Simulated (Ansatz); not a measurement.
# SbSi: the cost of one run

Computed with Ansatz 0.2.0 through its Python package. The levels of theory stand in the script.

**1. Starting point**

Bond lengths: Si1–Sb2 2.480 Å.

The script holds or builds the structure itself.

**2. Script**

File run_basis.py:

```python
"""How the energy of SbSi converges with the basis."""

import logging
import sys

import ansatz as az

logging.basicConfig(stream=sys.stdout, format="%(levelname)s %(message)s")
logger = logging.getLogger("sbsi")
logger.setLevel(logging.INFO)

GEOMETRY = """
Si    0.00000    0.00000    0.00000
Sb    0.00000    0.00000    2.48000
"""


def main() -> None:
    geometry = az.Crystal.molecule()
    for line in GEOMETRY.strip().splitlines():
        symbol, *xyz = line.split()
        geometry = geometry.atom(symbol, [float(v) for v in xyz])

    model = (
        geometry.calculation()
        .functional("B3LYP")
        .spin("collinear", total=1)
    )

    energies = {}
    for basis in ["def2-SVP", "def2-SVPD", "def2-TZVP", "def2-TZVPP"]:
        summary = model.basis(gaussian=basis).run(threads=1, backend="cpu").report
        size = summary["n_frozen"] + summary["n_occupied"][0] + summary["n_virtual"][0]
        energies[basis] = (summary["reference_energy_ev"] / 27.211386246, summary["free_energy_ev"] / 27.211386246)
        logger.info(f"{basis:14s} {size:4d} orbitals  reference {energies[basis][0]:14.6f} Ha  total {energies[basis][1]:14.6f} Ha")

    last = energies["def2-TZVPP"][1]
    for basis, (_, total) in energies.items():
        logger.info(f"{basis:14s} lies {27.211386 * (total - last):9.4f} eV above def2-TZVPP")


if __name__ == "__main__":
    main()
```

**3. The input behind the calls**

The package turns the script's settings into the engine's input (first run):

```yaml
crystal:
  periodic: [false, false, false]
  atoms:
    - { symbol: Si, position_ang: [0.0, 0.0, 0.0] }
    - { symbol: Sb, position_ang: [0.0, 0.0, 2.48] }
basis:
  gaussian:
    orbitals: def2-SVP
hamiltonian:
  xc: b3lyp
magnetization:
  spin_polarized: true
  initial_magnetization: 1.0
```

**4. Running it**

Run with:

```console
$ python run_basis.py
```

Q: Estimate wall time and peak memory on 1 thread of Arm Neoverse V1, shared host.

About 43 s, with a peak of 0.3 GiB.
